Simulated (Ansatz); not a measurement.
# CH₂InO radical (SMILES O=[C][InH2]): single points off equilibrium

One table from this session's results is given with a row withheld; the runs are named, their logs left out.

Computed with Ansatz 0.2.0, Gaussian basis. Level: single points in def2-TZVPP.

Cores are frozen in the correlated methods. Filled d shells of the heavier atoms are correlated. Core potentials replace the inner electrons past krypton, and spin-orbit coupling is left out. Orbitals are unrestricted.

**The starting structure**

SMILES `O=[C][InH2]`, 5 atoms, charge 0, spin multiplicity 2.

Atoms are counted from 1 here; the program's logs count them from 0.

Bond lengths: O1–C2 1.147 Å, C2–In3 2.576 Å, In3–H4 1.895 Å, In3–H5 1.896 Å. Angles: O1–C2–In3 103.9°, C2–In3–H4 91.7°, C2–In3–H5 154.3°, H4–In3–H5 113.9°.

Coordinates:

```
atom    x (Å)    y (Å)    z (Å)
  O1   0.2960  -1.4176   1.7023
  C2   0.8171  -0.3961   1.6729
 In3  -0.0051   0.6557  -0.5302
  H4  -1.0181  -0.8877  -0.9561
  H5  -0.1359   2.0403  -1.8186
```

Set-up of the first run:

Input file run/in.yaml:

```yaml
crystal:
  periodic: [false, false, false]
  atoms:
    - {symbol: O, position_ang: [0.296000, -1.417600, 1.702300]}
    - {symbol: C, position_ang: [0.817100, -0.396100, 1.672900]}
    - {symbol: In, position_ang: [-0.005100, 0.655700, -0.530200]}
    - {symbol: H, position_ang: [-1.018100, -0.887700, -0.956100]}
    - {symbol: H, position_ang: [-0.135900, 2.040300, -1.818600]}
basis:
  gaussian: {orbitals: def2-TZVPP}
magnetization: {spin_polarized: true, initial_magnetization: 1}
correlation: {method: ccsd_t}
scf: {omitted_lower_state_checks: [cluster_reference]}
output: {forces: true}
```

The command line of these runs was not kept.

Steps of the session up to this table: CCSD(T)/def2-TZVPP; PBE0-D4/def2-TZVPP; wB97M-V/def2-TZVPP; r2SCAN-D4/def2-TZVPP; PBE-D4/def2-TZVPP; HSE06-D4/def2-TZVPP; LC-wPBE/def2-TZVPP.

One of the session's tables, all rows but one given; the rest of the session is left out.

```
   method  RMS force component (eV/Å)  angle to CCSD(T) forces (°)  dipole (D)
  CCSD(T)                       0.675                    reference        1.23
  PBE0-D4                       0.677                         23.9        1.05
  wB97M-V                       0.826                         26.8        1.18
r2SCAN-D4                           ?                            ?           ?
   PBE-D4                       0.557                         37.0        0.90
 HSE06-D4                       0.666                         23.2        1.05
  LC-wPBE                       0.893                         28.2        1.12
```

**Question.** Estimate the row for r2SCAN-D4.

The run gave: RMS force component (eV/Å): 0.581; angle to CCSD(T) forces (°): 11.1; dipole (D): 0.97. In the column «RMS force component (eV/Å)» it lies between PBE-D4 (0.557) and HSE06-D4 (0.666).
